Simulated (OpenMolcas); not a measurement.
# InSiH5 (SMILES [SiH3][InH2]): levels of theory compared

Aim: a comparison of 5 runs (B2PLYP/def2-TZVP, B3LYP/def2-TZVP, BHLYP/def2-TZVP, PBE0/def2-TZVP, SVWN5/def2-TZVP) of InSiH5. 

Program for the calculation: OpenMolcas 26.06.

## 1. The molecule

InSiH5: 7 atoms, total charge 0, spin state singlet. SMILES: `[SiH3][InH2]`. Geometry: relaxed at PBE0-D4/def2-TZVP.

Bond lengths: Si1–In2 2.575 Å, Si1–H3 1.488 Å, Si1–H4 1.491 Å, Si1–H5 1.491 Å, In2–H6 1.729 Å, In2–H7 1.730 Å. Angles: Si1–In2–H6 122.1°, Si1–In2–H7 119.9°, In2–Si1–H3 113.2°, In2–Si1–H4 110.5°, In2–Si1–H5 110.1°, H6–In2–H7 118.0°, H3–Si1–H4 107.8°, H3–Si1–H5 107.7°, H4–Si1–H5 107.3°.

## 2. A single-point energy at B2PLYP/def2-TZVP (core potential) (run 1)

Contents of run.input:

```
* H5InSi Kohn-Sham DFT

&GATEWAY
 BASLIB=$CurrDir
 COORD
 7
 angstrom
 Si      -0.667100      -0.641500      -0.642100
 In       0.830800       0.837600       0.840500
 H       -2.119900      -0.371100      -0.463600
 H       -0.432000      -2.083300      -0.345900
 H       -0.338000      -0.425500      -2.080000
 H        0.179100       2.062100       1.872000
 H        2.547100       0.621800       0.819100
 BASIS=def2-TZVP
 GROUP=NoSym

&SEWARD
 GRIDINPUT
 Grid=UltraFine
 End of Grid

&SCF
 KSDFT=B2PLYP_SCF
 THRESHOLDS=1e-10 1e-07 1e-07 1e-05
 PRORBITALS=1

&MBPT2
 FROZEN=9
```

The basis set def2-TZVP is read from a file made from the Basis Set Exchange's data (not shown).

Command:

```sh
$ export MOLCAS_MEM=1860
$ pymolcas run.input > run.log
```

The log of the run:

```text
--- Start Module: gateway ---
[...]
--- Stop Module: gateway /rc=_RC_ALL_IS_WELL_ ---
[...]
      Basis functions          117
[...]
--- Start Module: scf ---
[...]
       Convergence after  12 Iterations
[...]
::    Total KS-DFT energy                            -482.1206667312
[...]
      Total spin, S                                     0.0000000000
[...]
      Total electronic charge=   40.000000
      Total            charge=   -0.000000
[...]
      Dipole Moment (debye):
      Origin of the operator (angstrom)=    0.5181    0.5280    0.5301
                   X= -1.8401E-02               Y=  5.5663E-02               Z=  5.9553E-02           Total=  8.3567E-02
      Quadrupole Moment (debye*angstrom):
[...]
--- Stop Module: scf /rc=_RC_ALL_IS_WELL_ ---
[...]
--- Start Module: mbpt2 ---
[...]
 ###    WARNING: MP2 implementation intended for RHF references only         ###
 ###############################################################################
MBPT2 WARNING: Reference function according to RunFile:KS-DFT
I'll assume you know what you're doing and continue
WARNING!
Default frozen orbitals as non valence orbitals is overwritten by user input.
Default values:   2
[...]
       Reference weight ( Cref**2 )         =        0.82177
::    Total MBPT2 energy                             -482.6190848396
[...]
      Total MBPT2 calculations                           0.67      0.74
--- Stop Module: mbpt2 /rc=_RC_ALL_IS_WELL_ ---
[...]
```

It took 35 s on 1 thread of Arm Neoverse V1, shared host; peak memory 0.72 GiB.

## 3. Energy and gradient at B3LYP/def2-TZVP (core potential) (run 2)

Contents of calc.input:

```
&gateway
  baslib=$CurrDir
  coord
  7
  angstrom
  Si      -0.667100      -0.641500      -0.642100
  In       0.830800       0.837600       0.840500
  H       -2.119900      -0.371100      -0.463600
  H       -0.432000      -2.083300      -0.345900
  H       -0.338000      -0.425500      -2.080000
  H        0.179100       2.062100       1.872000
  H        2.547100       0.621800       0.819100
  basis=def2-TZVP
  group=NoSym

&seward
  gridinput
  Grid=UltraFine
  End of Grid

&scf
  ksdft=B3LYP
  thresholds=1e-10 1e-07 1e-07 1e-05
  prorbitals=1 1

&alaska
```

The basis set def2-TZVP is read from a file made from the Basis Set Exchange's data (not shown).

Command:

```sh
$ export MOLCAS_MEM=1860
$ pymolcas calc.input > calc.log
```

The log of the run:

```text
--- Start Module: gateway ---
[...]
--- Stop Module: gateway /rc=_RC_ALL_IS_WELL_ ---
[...]
      Basis functions          117
[...]
--- Start Module: scf ---
[...]
       Convergence after  12 Iterations
[...]
::    Total KS-DFT energy                            -482.7035300114
[...]
      Total spin, S                                     0.0000000000
[...]
      Total electronic charge=   40.000000
      Total            charge=   -0.000000
[...]
      Dipole Moment (debye):
      Origin of the operator (angstrom)=    0.5181    0.5280    0.5301
                   X= -1.3568E-02               Y=  5.0840E-02               Z=  5.4076E-02           Total=  7.5452E-02
      Quadrupole Moment (debye*angstrom):
[...]
--- Stop Module: scf /rc=_RC_ALL_IS_WELL_ ---
[...]
--- Start Module: alaska ---
[...]
 *              Molecular gradients               *
 **************************************************
  Irreducible representation: a
 ------------------------------------------------------------------------------------------
                              X                       Y                       Z
 ------------------------------------------------------------------------------------------
  SI1               2.53386540638978E-03    2.58218727565307E-03    2.55188121321925E-03
  IN2              -5.03821607072297E-04   -5.33285403933270E-04   -5.36463935086218E-04
  H3               -1.35018234190687E-03    3.31754050339028E-04    2.41234929256040E-04
  H4                3.06006597214026E-04   -1.29689696682478E-03    3.27555430557402E-04
  H5                3.79453399557805E-04    2.42135496920204E-04   -1.26186855017263E-03
  H6                4.23445978808168E-04   -1.34427010174099E-03   -1.16151050376168E-03
  H7               -1.78876743296907E-03    1.83756495391041E-05   -1.60828584004624E-04
 ------------------------------------------------------------------------------------------
--- Stop Module: alaska /rc=_RC_ALL_IS_WELL_ ---
[...]
```

Wall time 46 s (1 thread of Arm Neoverse V1, shared host); peak memory 0.72 GiB.

Runs 3 to 4 aren't shown in full; the table further down has their settings and results.

## 4. Energy and forces at SVWN5/def2-TZVP (core potential) (run 5)

Contents of mol.inp:

```
&GATEWAY
  BasLib
  $CurrDir
  Coord
  7
  angstrom
  Si      -0.667100      -0.641500      -0.642100
  In       0.830800       0.837600       0.840500
  H       -2.119900      -0.371100      -0.463600
  H       -0.432000      -2.083300      -0.345900
  H       -0.338000      -0.425500      -2.080000
  H        0.179100       2.062100       1.872000
  H        2.547100       0.621800       0.819100
  Basis
  def2-TZVP
  Group
  NoSym

&SEWARD
  GridInput
  Grid=UltraFine
  End of Grid

&SCF
  KSDFT
  SVWN5
  Thresholds
  1e-10 1e-07 1e-07 1e-05
  PrOrbitals
  1 2

&ALASKA
```

The basis set def2-TZVP is read from a file made from the Basis Set Exchange's data (not shown).

Command:

```sh
$ export MOLCAS_MEM=1860
$ pymolcas mol.inp > mol.log
```

The log of the run:

```text
--- Start Module: gateway ---
[...]
--- Stop Module: gateway /rc=_RC_ALL_IS_WELL_ ---
[...]
      Basis functions          117
[...]
--- Start Module: scf ---
[...]
       Convergence after  15 Iterations
[...]
::    Total KS-DFT energy                            -481.0824609238
[...]
      Total spin, S                                     0.0000000000
[...]
      Total electronic charge=   40.000000
      Total            charge=   -0.000000
[...]
      Dipole Moment (debye):
      Origin of the operator (angstrom)=    0.5181    0.5280    0.5301
                   X=  1.6919E-02               Y=  6.0409E-02               Z=  6.2607E-02           Total=  8.8629E-02
      Quadrupole Moment (debye*angstrom):
[...]
--- Stop Module: scf /rc=_RC_ALL_IS_WELL_ ---
[...]
--- Start Module: alaska ---
[...]
 *              Molecular gradients               *
 **************************************************
  Irreducible representation: a
 ------------------------------------------------------------------------------------------
                              X                       Y                       Z
 ------------------------------------------------------------------------------------------
  SI1              -4.09205489377396E-03   -4.69155529844478E-03   -4.77647227509514E-03
  IN2               2.21199905373570E-03    2.38910070025167E-03    2.41580948316944E-03
  H3                2.60785049113244E-03   -5.57545633716017E-04   -3.68274262293355E-04
  H4               -6.70954169856020E-04    2.57614234980430E-03   -5.91450561069018E-04
  H5               -8.52767192365267E-04   -4.63762111823696E-04    2.57716294378296E-03
  H6               -2.47132260856597E-04    7.74901410526052E-04    6.65683902732805E-04
  H7                1.04305897202961E-03   -2.72814166356050E-05    7.75407688449054E-05
 ------------------------------------------------------------------------------------------
--- Stop Module: alaska /rc=_RC_ALL_IS_WELL_ ---
[...]
```

It took 41 s on 1 thread of Arm Neoverse V1, shared host; peak memory 0.72 GiB.

## 5. The series

```tsv
run	level	task	frozen core orbitals	energy (Eh)	dipole moment (D)	HOMO energy (eV)	LUMO energy (eV)	wall time
1	B2PLYP/def2-TZVP (core potential)	energy	9	-482.255240	0.08	-8.20	-1.22	35 s
2	B3LYP/def2-TZVP (core potential)	gradient	–	-482.703530	0.08	-7.18	-2.41	46 s
3	BHLYP/def2-TZVP (core potential)	gradient	–	-482.523859	0.09	-8.27	-1.47	47 s
4	PBE0/def2-TZVP (core potential)	gradient	–	-482.477496	0.10	-7.37	-2.14	45 s
5	SVWN5/def2-TZVP (core potential)	gradient	–	-481.082461	0.09	-6.47	-3.12	41 s
```

## 6. Outcome

| quantity | value |
| --- | --- |
| run 5: total energy | -481.08246 Eh |
| run 5: dipole moment | 0.09 D |
| run 5: HOMO energy | -6.47 eV |
| run 5: LUMO energy | -3.12 eV |
| run 5: HOMO–LUMO gap | 3.35 eV |
| run 5: largest force on an atom | 0.403 eV/Å |

The dipole moment (its size) runs from 0.08 D (B3LYP/def2-TZVP) to 0.10 D (PBE0/def2-TZVP). The HOMO–LUMO gap runs from 3.35 eV (SVWN5/def2-TZVP) to 6.97 eV (B2PLYP/def2-TZVP). A double hybrid's value is that of its SCF part. For B2PLYP the log adds the whole second-order term; the table takes 0.27 of it, as the functional is defined. Totals of different functionals can't be ranked against each other. All runs together took 3.6 min, the longest 47 s.
